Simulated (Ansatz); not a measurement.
# Ti: response to strain

Ti is deformed so: equal xy, yz and zx engineering shear strains of -3 %. What stress and forces result, by LAPW, PAW and all-electron datasets made for the crystal?

Program: Ansatz 0.2.0. Level of theory: DFT LDA, scalar-relativistic. These are calculated values, not measurements.

## (1) The system as given

The structure is cubic, space group Fm-3m (No. 225). Conventional cell: a = 4.060 Å, b = 4.060 Å, c = 4.060 Å, α = 90.00°, β = 90.00°, γ = 90.00°. Ti (site symmetry m-3m) is surrounded by 12 Ti at 2.87 Å.

Structure file:

```cif
data_structure
_symmetry_space_group_name_H-M 'Fm-3m'
_symmetry_Int_Tables_number 225
_cell_length_a 4.0600
_cell_length_b 4.0600
_cell_length_c 4.0600
_cell_angle_alpha 90.000
_cell_angle_beta 90.000
_cell_angle_gamma 90.000
_cell_volume 66.92
loop_
_atom_site_label
_atom_site_type_symbol
_atom_site_symmetry_multiplicity
_atom_site_Wyckoff_symbol
_atom_site_fract_x
_atom_site_fract_y
_atom_site_fract_z
_atom_site_occupancy
Ti1 Ti 4 a 0.00000 0.00000 0.00000 1
```

The file gives the conventional cell by its symmetry; the runs use the cell typed in the input.

## (2) After the deformation

Space group Fm-3m before, R-3m after.

## (3) All-electron LAPW

Contents of input.yaml:

```yaml
crystal:
  lattice:
    - [-0.0609, 1.99955, 1.99955]
    - [1.99955, -0.0609, 1.99955]
    - [1.99955, 1.99955, -0.0609]
  atoms:
    - { symbol: Ti, position: [0.0, 0.0, 0.0] }
kpoints:
  mp_grid: { grid: [15, 15, 15] }
  band_path:
    path:
      - [0.0, 0.0, 0.0]
      - [0.5, 0.5, 0.5]
      - [0.2579113083, 0.5, 0.7420886917]
      - [-0.2579113083, 0.2579113083, 0.5]
      - [0.0, 0.0, 0.5]
      - [0.0, 0.0, 0.0]
      - [-0.3789556542, 0.0, 0.3789556542]
      - [0.0, 0.3789556542, 0.6210443458]
      - [0.0, 0.5, 0.5]
    npoints: 5
scf:
  occupations: { method: fermi_dirac, width: 0.05 }
hamiltonian:
  xc: lda
  pseudopotentials: { kind: all_electron, lapw: { basis_error: 0.00025 } }
output:
  forces: true
  stress: true
  eigenvalues: true
```

Command:

```console
$ ansatz run input.yaml --threads 1 --pin off --max-ram 3072MiB --backend cpu --events-out ev --progress --plain --runs-dir out
```

## (4) PAW with frozen cores

Contents of input.yaml:

```yaml
crystal:
  lattice:
    - [-0.0609, 1.99955, 1.99955]
    - [1.99955, -0.0609, 1.99955]
    - [1.99955, 1.99955, -0.0609]
  atoms:
    - { symbol: Ti, position: [0.0, 0.0, 0.0] }
kpoints:
  mp_grid: { grid: [15, 15, 15] }
scf:
  occupations: { method: fermi_dirac, width: 0.05 }
hamiltonian:
  xc: lda
  pseudopotentials: { kind: paw }
output:
  forces: true
  stress: true
  eigenvalues: true
  efg: { contact_densities: true }
  write_density: true
  write_potential: true
  elf: true
  volumetric_format: npy
```

## (5) Datasets made for this crystal

input.yaml: that of step 4 with these lines changed.

```diff
@@ -13,3 +13,3 @@
   xc: lda
-  pseudopotentials: { kind: paw }
+  pseudopotentials: { kind: all_electron, datasets: crystal }
 output:
@@ -19,5 +19 @@
   efg: { contact_densities: true }
-  write_density: true
-  write_potential: true
-  elf: true
-  volumetric_format: npy
```

(Steps that only read results are left out.)

Before running it: what results should come out? Wanted: pressure; largest shear or deviatoric stress.

As calculated:

| quantity | value |
| --- | --- |
| pressure | LAPW -4.74, PAW -4.75, crystal datasets -4.74 GPa |
| largest shear or deviatoric stress (LAPW) | 1.63 GPa |

The largest part of the stress beyond the pressure is 1.63 GPa in size. No run of the undeformed cell stands beside it, so the pressure holds what the given cell had before the change. PAW: stress within 0.01 GPa of LAPW. Crystal datasets: stress within 0.01 GPa of LAPW.
